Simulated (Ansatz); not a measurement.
# Mn4Ga: the cost of one run

Computed with Ansatz 0.2.0 (DFT PBEsol, scalar-relativistic, plane waves, PAW, unless a step's input says otherwise).

### 1 The starting structure

Symmetry: R-3m, No. 166, trigonal system. Conventional cell: a = 2.562 Å, b = 2.562 Å, c = 30.650 Å, α = 90.00°, β = 90.00°, γ = 120.00°. Mn (site symmetry 3m) is surrounded by 9 Mn at 2.40 to 2.56 Å and 3 Ga at 2.62 Å. Around Mn (site symmetry 3m) lie 12 Mn at 2.40 to 2.58 Å. Ga (site symmetry -3m) is surrounded by 6 Ga at 2.56 Å and 6 Mn at 2.62 Å.

Structure file:

```cif
data_structure
_symmetry_space_group_name_H-M 'P 1'
_symmetry_Int_Tables_number 1
_cell_length_a 10.3232
_cell_length_b 10.3232
_cell_length_c 10.3232
_cell_angle_alpha 14.255
_cell_angle_beta 14.255
_cell_angle_gamma 14.255
_cell_volume 58.06
loop_
_atom_site_label
_atom_site_type_symbol
_atom_site_fract_x
_atom_site_fract_y
_atom_site_fract_z
_atom_site_occupancy
Mn1 Mn 0.59617 0.59617 0.59617 1
Mn2 Mn 0.20112 0.20112 0.20112 1
Mn3 Mn 0.79888 0.79888 0.79888 1
Mn4 Mn 0.40383 0.40383 0.40383 1
Ga1 Ga 0.00000 0.00000 0.00000 1
```

Source of the structure: the Materials Project (structure only).

(A quick probe on a coarse mesh, which set the mesh and smearing, is not shown.)

### 3 A loose first relaxation

input.yaml

```yaml
crystal:
  lattice:
    - [1.2808631229, 0.7395066688, 10.2167476397]
    - [-1.2808631229, 0.7395066688, 10.2167476397]
    - [0.0, -1.4790133376, 10.2167476397]
  atoms:
    - { symbol: Mn, position: [0.596172, 0.596172, 0.596172] }
    - { symbol: Mn, position: [0.20112033, 0.20112033, 0.20112033] }
    - { symbol: Mn, position: [0.79887967, 0.79887967, 0.79887967] }
    - { symbol: Mn, position: [0.403828, 0.403828, 0.403828] }
    - { symbol: Ga, position: [0.0, 0.0, 0.0] }
basis:
  ecutwfc: 420
kpoints:
  mp_grid: { grid: [12, 12, 12] }
hamiltonian:
  xc: pbesol
scf:
  occupations: { method: gaussian, width: 0.1 }
output:
  forces: true
  stress: true
  eigenvalues: true
relax:
  adjacent_minimum: "off"
  f_tol: 0.05
  max_steps: 80
  cell: { stress_tol: 0.5 }
```

On the command line:

```console
$ ansatz run input.yaml --threads 2 --pin off --max-ram 5120MiB --backend cpu --events-out ev --progress --plain --runs-dir out
```

What time and memory should one allow on 2 threads of Intel Xeon Platinum 8488C (Sapphire Rapids), shared host?

About 38 s, with a peak of 0.71 GiB.
